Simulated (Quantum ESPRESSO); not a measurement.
# TaAs in Quantum ESPRESSO: settings compared, part 2 of 3

Quantum ESPRESSO 7.5.

## (3) Work function, PBEsol

pw.in

```
&CONTROL
  calculation = 'scf'
  prefix = 'pwscf'
  outdir = './tmp'
  pseudo_dir = './pseudo'
  tprnfor = .true.
  disk_io = 'low'
  tefield = .true.
  dipfield = .true.
/
&SYSTEM
  ibrav = 0
  celldm(1) = 8
  nat = 2
  ntyp = 2
  ecutwfc = 75
  nbnd = 24
  input_dft = 'pbesol'
  occupations = 'smearing'
  smearing = 'fd'
  degauss = 0.00367493
  edir = 3
  emaxpos = 0.772
  eopreg = 0.0388
  eamp = 0
/
&ELECTRONS
  conv_thr = 2d-09
  electron_maxstep = 150
  mixing_beta = 0.3
  mixing_mode = 'local-TF'
/
ATOMIC_SPECIES
Ta   180.9479 Ta_ONCV_PBE-1.2.upf
As    74.9216 As_ONCV_PBE-1.2.upf
CELL_PARAMETERS alat
  0.7856205661060   0.0000000000000  -0.0000000000000
  0.0000000000000   0.7856205661060   0.0000000000000
 -0.0000000000000   0.0000000000000   6.0802623085554
ATOMIC_POSITIONS crystal
Ta     0.0000000000    0.0000000000    0.2717800000
As     0.5000000000    0.5000000000    0.3109600000
K_POINTS automatic
8 8 1 0 0 0
```

pp_density.in

```
&INPUTPP
  prefix = 'pwscf'
  outdir = './tmp'
  filplot = 'density.dat'
  plot_num = 0
/
&PLOT
  nfile = 1
  filepp(1) = 'density.dat'
  iflag = 3
  output_format = 6
  fileout = 'density.cube'
/
```

pp_potential.in

```
&INPUTPP
  prefix = 'pwscf'
  outdir = './tmp'
  filplot = 'potential.dat'
  plot_num = 11
/
&PLOT
  nfile = 1
  filepp(1) = 'potential.dat'
  iflag = 3
  output_format = 6
  fileout = 'potential.cube'
/
```

pp_elf.in

```
&INPUTPP
  prefix = 'pwscf'
  outdir = './tmp'
  filplot = 'elf.dat'
  plot_num = 8
/
&PLOT
  nfile = 1
  filepp(1) = 'elf.dat'
  iflag = 3
  output_format = 6
  fileout = 'elf.cube'
/
```

Potentials or basis: SG15 PBE 1.2.

Started as:

```bash
OMP_NUM_THREADS=1 mpirun -n 2 pw.x -nk 2 -in pw.in > pw.out
OMP_NUM_THREADS=1 mpirun -n 1 pp.x -in pp_density.in > pp_density.out
OMP_NUM_THREADS=1 mpirun -n 1 pp.x -in pp_potential.in > pp_potential.out
OMP_NUM_THREADS=1 mpirun -n 1 pp.x -in pp_elf.in > pp_elf.out
```

pw.out:

```text
This program is part of the open-source Quantum ESPRESSO suite
     for quantum simulation of materials; please cite
         "P. Giannozzi et al., J. Phys.:Condens. Matter 21 395502 (2009);
         "P. Giannozzi et al., J. Phys.:Condens. Matter 29 465901 (2017);
         "P. Giannozzi et al., J. Chem. Phys. 152 154105 (2020);
     in publications or presentations arising from this work. More details at

     Presently no symmetry can be used with electric field

     IMPORTANT: XC functional enforced from input :
     Exchange-correlation= PBESOL
                           (   1   4  10   8   0   0   0)
     Any further DFT definition will be discarded
     Please, verify this is what you really want

     K-points division:     npool     =       2
     Subspace diagonalization in iterative solution of the eigenvalue problem:
     a serial algorithm will be used

     G-vector sticks info
     --------------------
     sticks:   dense  smooth     PW     G-vecs:    dense   smooth      PW
     Sum         949     949    277               168785   168785   26677

     Using Slab Decomposition

     bravais-lattice index     =            0
     lattice parameter (alat)  =       8.0000  a.u.
     unit-cell volume          =    1921.4008 (a.u.)^3
     number of atoms/cell      =            2
     number of atomic types    =            2
     number of electrons       =        32.00
     number of Kohn-Sham states=           24
     kinetic-energy cutoff     =      75.0000  Ry
     charge density cutoff     =     300.0000  Ry
     scf convergence threshold =      2.0E-09
     mixing beta               =       0.3000
     number of iterations used =            8  local-TF  mixing
     Exchange-correlation= PBESOL
                           (   1   4  10   8   0   0   0)

     celldm(1)=   8.000000  celldm(2)=   0.000000  celldm(3)=   0.000000
     celldm(4)=   0.000000  celldm(5)=   0.000000  celldm(6)=   0.000000

     crystal axes: (cart. coord. in units of alat)
               a(1) = (   0.785621   0.000000  -0.000000 )
               a(2) = (   0.000000   0.785621   0.000000 )
               a(3) = (  -0.000000   0.000000   6.080262 )

     reciprocal axes: (cart. coord. in units 2 pi/alat)
               b(1) = (  1.272879 -0.000000  0.000000 )
               b(2) = ( -0.000000  1.272879 -0.000000 )
               b(3) = (  0.000000 -0.000000  0.164467 )

     PseudoPot. # 1 for Ta read from file:
     Ta_ONCV_PBE-1.2.upf
     Pseudo is Norm-conserving, Zval = 27.0
     Generated using ONCVPSP code by D. R. Hamann
     Using radial grid of  602 points,  8 beta functions with:
                l(1) =   0
                l(2) =   0
                l(3) =   1
                l(4) =   1
                l(5) =   2
                l(6) =   2
                l(7) =   3
                l(8) =   3

     PseudoPot. # 2 for As read from file:
     As_ONCV_PBE-1.2.upf
     Pseudo is Norm-conserving, Zval =  5.0
     Generated using ONCVPSP code by D. R. Hamann
     Using radial grid of  602 points,  6 beta functions with:
                l(1) =   0
                l(2) =   0
                l(3) =   1
                l(4) =   1
                l(5) =   2
                l(6) =   2

     atomic species   valence    mass     pseudopotential
     Ta               27.00   180.94790     Ta( 1.00)
     As                5.00    74.92160     As( 1.00)

     No symmetry found

   Cartesian axes

     site n.     atom                  positions (alat units)
         1        Ta     tau(   1) = (   0.0000000   0.0000000   1.6524937  )
         2        As     tau(   2) = (   0.3928103   0.3928103   1.8907184  )

     number of k points=    34  Fermi-Dirac smearing, width (Ry)=  0.0037
                       cart. coord. in units 2pi/alat
        k(    1) = (   0.0000000   0.0000000   0.0000000), wk =   0.0312500
        k(    2) = (   0.0000000   0.1591099   0.0000000), wk =   0.0625000
        k(    3) = (   0.0000000   0.3182198   0.0000000), wk =   0.0625000
        k(    4) = (   0.0000000   0.4773297   0.0000000), wk =   0.0625000
        k(    5) = (   0.0000000  -0.6364396   0.0000000), wk =   0.0312500
        k(    6) = (   0.1591099   0.0000000   0.0000000), wk =   0.0625000
[... 26 lines left out ...]
        k(   33) = (  -0.6364396   0.4773297   0.0000000), wk =   0.0625000
        k(   34) = (  -0.6364396  -0.6364396   0.0000000), wk =   0.0312500

     Dense  grid:   168785 G-vectors     FFT dimensions: (  36,  36, 270)

     Initial potential from superposition of free atoms

     starting charge      31.8787, renormalised to      32.0000

     negative rho (up, down):  7.467E-04 0.000E+00

     Adding external electric field

     Computed dipole along edir(3) :
        Dipole                0.0249 Ry au,          0.0632 Debye
        Dipole field          0.0002 Ry au,

        Potential amp.       -0.0152 Ry
        Total length         46.7548 bohr

     Starting wfcs are random

     Self-consistent Calculation

     iteration #  1     ecut=    75.00 Ry     beta= 0.30
     Davidson diagonalization with overlap
     ethr =  1.00E-02,  avg # of iterations = 15.8

     negative rho (up, down):  1.846E-04 0.000E+00
[... 331 lines left out ...]
        Potential amp.        0.0164 Ry
        Total length         46.7548 bohr

     End of self-consistent calculation

          k = 0.0000 0.0000 0.0000 ( 21159 PWs)   bands (ev):

   -70.0090 -36.4794 -36.2236 -36.2236 -21.5403 -21.5230 -21.5230 -21.4928
   -21.4912 -21.3169 -21.3169 -13.7759  -5.7287  -3.7373  -2.2363  -2.2363
    -2.0908   0.2917   1.7703   2.3236   2.3236   2.6493   3.1375   3.6267
[... 189 lines left out ...]
   -69.9960 -36.4398 -36.4048 -36.3706 -21.5314 -21.5297 -21.5284 -21.5009
   -21.4819 -21.3183 -21.3155 -11.7846  -5.9327  -5.6439  -2.9576  -1.4458
    -0.7241  -0.6257   2.2034   3.6001   3.9215   4.0690   6.3183   6.7267

          k =-0.6364-0.6364 0.0000 ( 21112 PWs)   bands (ev):

   -69.9950 -36.4363 -36.3996 -36.3996 -21.5308 -21.5294 -21.5294 -21.5017
   -21.4812 -21.3167 -21.3167 -11.7495  -5.7321  -5.7321  -3.2801  -1.0525
    -0.4294  -0.4294   2.2708   2.6242   4.9281   4.9621   5.7645   5.7645

     the Fermi energy is    -1.5036 ev

!    total energy              =    -508.76177041 Ry
     estimated scf accuracy    <          9.3E-10 Ry
     smearing contrib. (-TS)   =      -0.00210291 Ry
     internal energy E=F+TS    =    -508.75966750 Ry

     The total energy is F=E-TS. E is the sum of the following terms:
     one-electron contribution =   -2448.31460767 Ry
     hartree contribution      =    1226.11967796 Ry
     xc contribution           =     -43.14370920 Ry
     ewald contribution        =     756.57896673 Ry
     electric field correction =       0.00000468 Ry

     convergence has been achieved in  20 iterations

     Forces acting on atoms (cartesian axes, Ry/au):

     atom    1 type  1   force =    -0.00000017    0.00000020    0.00492618
     atom    2 type  2   force =     0.00000017   -0.00000020   -0.00492618

     Total force =     0.006967     Total SCF correction =     0.000024

=------------------------------------------------------------------------------=
   JOB DONE.
=------------------------------------------------------------------------------=
```

pp_density.out:

```text
This program is part of the open-source Quantum ESPRESSO suite
     for quantum simulation of materials; please cite
         "P. Giannozzi et al., J. Phys.:Condens. Matter 21 395502 (2009);
         "P. Giannozzi et al., J. Phys.:Condens. Matter 29 465901 (2017);
         "P. Giannozzi et al., J. Chem. Phys. 152 154105 (2020);
     in publications or presentations arising from this work. More details at

     IMPORTANT: XC functional enforced from input :
     Exchange-correlation= PBESOL
                           (   1   4  10   8   0   0   0)
     Any further DFT definition will be discarded
     Please, verify this is what you really want

     G-vector sticks info
     --------------------
     sticks:   dense  smooth     PW     G-vecs:    dense   smooth      PW
     Sum         949     949    277               168785   168785   26677

     Using Slab Decomposition

     Adding external electric field

     Computed dipole along edir(3) :
        Dipole               -0.0268 Ry au,         -0.0680 Debye
        Dipole field         -0.0002 Ry au,

        Potential amp.        0.0164 Ry
        Total length         46.7548 bohr

     Calling punch_plot, plot_num =   0
     Writing data to file  density.dat
     Reading data from file  density.dat

     Writing data to be plotted to file density.cube
     Plot Type: 3D                     Output format: Gaussian cube

=------------------------------------------------------------------------------=
   JOB DONE.
=------------------------------------------------------------------------------=
```

pp_potential.out:

```text
This program is part of the open-source Quantum ESPRESSO suite
     for quantum simulation of materials; please cite
         "P. Giannozzi et al., J. Phys.:Condens. Matter 21 395502 (2009);
         "P. Giannozzi et al., J. Phys.:Condens. Matter 29 465901 (2017);
         "P. Giannozzi et al., J. Chem. Phys. 152 154105 (2020);
     in publications or presentations arising from this work. More details at

[... 33 lines left out ...]
     Writing data to file  potential.dat
     Reading data from file  potential.dat

     Writing data to be plotted to file potential.cube
     Plot Type: 3D                     Output format: Gaussian cube

=------------------------------------------------------------------------------=
   JOB DONE.
=------------------------------------------------------------------------------=
```

Run time: 5.3 min. Hardware: 2 MPI ranks of Arm Neoverse V1, shared host; peak memory 0.76 GiB.

What came out:

```yaml
Free_energy: -6922.0565 eV
Largest_force: 0.127 eV/Å
Band_gap_on_the_k_mesh: none (metal or under the smearing width)
Dipole_across_the_slab: -0.07 D
Work_function_of_the_upper_face: 4.77 eV
Work_function_of_the_lower_face: 4.54 eV
```

Forces on the atoms (eV/Å):
```
Ta   0.000  0.000  0.127
As   0.000  0.000 -0.127
```

Levels at points of the mesh, in eV from the Fermi level:
```csv
k point,band 14,band 15,band 16,band 17,band 18,band 19
"(0.00, 0.00, 0.00)",-2.23,-0.73,-0.73,-0.59,1.80,3.27
"(0.00, -0.50, 0.00)",-2.08,-2.01,-0.39,0.62,1.41,1.60
"(-0.50, 0.00, 0.00)",-2.08,-2.01,-0.39,0.62,1.41,1.60
"(-0.50, -0.50, 0.00)",-4.23,-1.78,0.45,1.07,1.07,3.77
```

Caveat: the potentials were made for another functional, which shifts forces and pressure. Spin-orbit coupling is left out, which matters for the levels of Ta.

## (4) Work function, PBE

pw.in, as its differences from that of step 3:

```diff
@@ -17,3 +17,2 @@
   nbnd = 24
-  input_dft = 'pbesol'
   occupations = 'smearing'
```

pp_density.in is that of step 3.

pp_potential.in is that of step 3.

pp_elf.in is that of step 3.

Potentials or basis: SG15 PBE 1.2.

Started as:

```bash
OMP_NUM_THREADS=1 mpirun -n 2 pw.x -nk 2 -in pw.in > pw.out
OMP_NUM_THREADS=1 mpirun -n 1 pp.x -in pp_density.in > pp_density.out
OMP_NUM_THREADS=1 mpirun -n 1 pp.x -in pp_potential.in > pp_potential.out
OMP_NUM_THREADS=1 mpirun -n 1 pp.x -in pp_elf.in > pp_elf.out
```

pw.out:

```text
This program is part of the open-source Quantum ESPRESSO suite
     for quantum simulation of materials; please cite
         "P. Giannozzi et al., J. Phys.:Condens. Matter 21 395502 (2009);
         "P. Giannozzi et al., J. Phys.:Condens. Matter 29 465901 (2017);
         "P. Giannozzi et al., J. Chem. Phys. 152 154105 (2020);
     in publications or presentations arising from this work. More details at

     Presently no symmetry can be used with electric field

     K-points division:     npool     =       2
     Subspace diagonalization in iterative solution of the eigenvalue problem:
     a serial algorithm will be used

     G-vector sticks info
     --------------------
     sticks:   dense  smooth     PW     G-vecs:    dense   smooth      PW
     Sum         949     949    277               168785   168785   26677

     Using Slab Decomposition

     bravais-lattice index     =            0
     lattice parameter (alat)  =       8.0000  a.u.
     unit-cell volume          =    1921.4008 (a.u.)^3
     number of atoms/cell      =            2
[... 481 lines left out ...]
    -2.0350   0.3408   1.7757   2.3319   2.3319   2.6009   3.1243   3.6049
[... 189 lines left out ...]
   -69.9315 -36.4913 -36.4532 -36.4196 -21.7124 -21.7114 -21.7101 -21.6849
   -21.6665 -21.5087 -21.5060 -11.7504  -5.8681  -5.5863  -2.9339  -1.3702
    -0.6770  -0.5798   2.2378   3.7073   4.0060   4.1116   6.3599   6.7690

          k =-0.6364-0.6364 0.0000 ( 21112 PWs)   bands (ev):

   -69.9305 -36.4879 -36.4481 -36.4481 -21.7119 -21.7111 -21.7111 -21.6857
   -21.6658 -21.5071 -21.5071 -11.7149  -5.6740  -5.6740  -3.2553  -0.9771
    -0.3840  -0.3840   2.2951   2.7432   4.9822   5.0229   5.8528   5.8528

     the Fermi energy is    -1.4496 ev

!    total energy              =    -509.20431380 Ry
     estimated scf accuracy    <          1.4E-09 Ry
     smearing contrib. (-TS)   =      -0.00210492 Ry
     internal energy E=F+TS    =    -509.20220889 Ry

     The total energy is F=E-TS. E is the sum of the following terms:
     one-electron contribution =   -2448.46524020 Ry
     hartree contribution      =    1226.31855159 Ry
     xc contribution           =     -43.63449228 Ry
     ewald contribution        =     756.57896673 Ry
     electric field correction =       0.00000528 Ry

     convergence has been achieved in  21 iterations

     Forces acting on atoms (cartesian axes, Ry/au):

     atom    1 type  1   force =    -0.00000007   -0.00000000   -0.00235879
     atom    2 type  2   force =     0.00000007    0.00000000    0.00235879

     Total force =     0.003336     Total SCF correction =     0.000130

=------------------------------------------------------------------------------=
   JOB DONE.
=------------------------------------------------------------------------------=
```

pp_density.out:

```text
This program is part of the open-source Quantum ESPRESSO suite
     for quantum simulation of materials; please cite
         "P. Giannozzi et al., J. Phys.:Condens. Matter 21 395502 (2009);
         "P. Giannozzi et al., J. Phys.:Condens. Matter 29 465901 (2017);
         "P. Giannozzi et al., J. Chem. Phys. 152 154105 (2020);
     in publications or presentations arising from this work. More details at

     IMPORTANT: XC functional enforced from input :
     Exchange-correlation= PBE
                           (   1   4   3   4   0   0   0)
     Any further DFT definition will be discarded
     Please, verify this is what you really want

     G-vector sticks info
     --------------------
     sticks:   dense  smooth     PW     G-vecs:    dense   smooth      PW
     Sum         949     949    277               168785   168785   26677

     Using Slab Decomposition

     Adding external electric field

     Computed dipole along edir(3) :
        Dipole               -0.0284 Ry au,         -0.0722 Debye
        Dipole field         -0.0002 Ry au,

        Potential amp.        0.0174 Ry
        Total length         46.7548 bohr

     Calling punch_plot, plot_num =   0
     Writing data to file  density.dat
     Reading data from file  density.dat

     Writing data to be plotted to file density.cube
     Plot Type: 3D                     Output format: Gaussian cube

=------------------------------------------------------------------------------=
   JOB DONE.
=------------------------------------------------------------------------------=
```

It took 5.5 min on 2 MPI ranks of Arm Neoverse V1, shared host; peak memory 0.76 GiB.

Results:

- Free energy: -6928.0776 eV
- Largest force: 0.061 eV/Å
- Band gap on the k mesh: none (metal or under the smearing width)
- Dipole across the slab: -0.07 D
- Work function of the upper face: 4.72 eV
- Work function of the lower face: 4.48 eV

Forces on the atoms (eV/Å):
```
Ta   0.000  0.000 -0.061
As   0.000  0.000  0.061
```

Levels at points of the mesh, in eV from the Fermi level:
| k point | band 12 | band 13 | band 14 | band 15 | band 16 | band 17 | band 18 | band 19 | band 20 | band 21 |
| --- | --- | --- | --- | --- | --- | --- | --- | --- | --- | --- |
| (0.00, 0.00, 0.00) | -12.27 | -4.21 | -2.21 | -0.75 | -0.75 | -0.59 | 1.79 | 3.23 | 3.78 | 3.78 |
| (0.00, -0.50, 0.00) | -10.53 | -5.94 | -2.09 | -2.01 | -0.37 | 0.60 | 1.40 | 1.59 | 3.80 | 5.80 |
| (-0.50, 0.00, 0.00) | -10.53 | -5.94 | -2.09 | -2.01 | -0.37 | 0.60 | 1.40 | 1.59 | 3.80 | 5.80 |
| (-0.50, -0.50, 0.00) | -10.27 | -4.22 | -4.22 | -1.81 | 0.47 | 1.07 | 1.07 | 3.74 | 4.19 | 6.43 |

The run has no spin-orbit coupling, so splittings on Ta are missing.

(Continued in part 3 of 3.)
